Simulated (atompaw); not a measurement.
# Yb: the cost of one run

Method: atompaw 4.2.0.5, PBE, scalar-relativistic.

### 1 The atom and the settings

Typed settings, in words:

* element: ytterbium (Yb, Z = 70)
* type: PAW
* frozen core: [Kr] 4d10
* valence charge: 24
* reference configuration: 4f14 5s2 5p6 5d0 6s2 6p0
* partial waves: 5s (bound): rc 1.75 bohr; 6s (bound): rc 2.15 bohr; 5p (bound): rc 2.40 bohr; 6p (bound, empty): rc 2.80 bohr; 5d (bound, empty): rc 3.00 bohr; 5d channel at 0.4 Ry: rc 3.00 bohr; 4f (bound): rc 0.85 bohr; 4f channel at 0.45 Ry: rc 0.85 bohr
* local potential: troulliermartins scheme with l = 4 at 0 Ry, radius 2.90 bohr
* core correction: smooth core density matched at 1.50 bohr
* augmentation charge: gaussian compensation charge, radius 2.45 bohr; PAW radius 3.00 bohr; waves and projectors: custom rrkj gramschmidtortho

The outer shells as boxes (Hund's rule for the drawing; the calculation is spin-unpolarised):

```
[Kr] core
4d [↑↓][↑↓][↑↓][↑↓][↑↓]
4f [↑↓][↑↓][↑↓][↑↓][↑↓][↑↓][↑↓]
5s [↑↓]
5p [↑↓][↑↓][↑↓]
5d [  ][  ][  ][  ][  ]
6s [↑↓]
6p [  ][  ][  ]
```

The nodes and maxima of the atom's own shells, from an earlier all-electron run, set the scale for the radii.

All-electron outer shells of the reference configuration (PBE, scalar-relativistic, ld1.x):

| shell | level (eV) | outermost node (bohr) | outermost maximum (bohr) |
| --- | --- | --- | --- |
| 4p | -338.25 | 0.26 | 0.48 |
| 4d | -177.93 | 0.24 | 0.49 |
| 5s | -54.92 | 0.58 | 1.07 |
| 5p | -27.42 | 0.62 | 1.24 |
| 6s | -3.92 | 1.47 | 3.28 |
| 4f | -3.01 | – | 0.49 |
| 6p | -1.11 | 1.81 | 4.66 |
| 5d | -0.67 | 0.70 | 2.12 |

### 2 Generation

The input, Yb.input:

```
Yb 70
GGA-PBE scalarrelativistic loggrid 2001 logderivrange -6 5 276
6 6 5 4 0 0
6 1 0
5 2 0
0 0 0
c
c
c
c
v
v
c
c
c
v
v
c
c
v
v
3
3.00 2.45 2.90 1.50
n
n
y
0.4
n
y
0.45
n
custom rrkj gramschmidtortho gaussian
4 0 troulliermartins
1.75
2.15
2.40
2.80
3.00
3.00
0.85
0.85
PWSCFOUT
UPFDX 0.0125d0 UPFXMIN -7.d0 UPFZMESH 70.d0
END
```

Run with:

```
atompaw < Yb.input > Yb.log
```

**Question.** How long does this run take on 1 thread of AMD EPYC 9R45, shared host?

About 24 s.
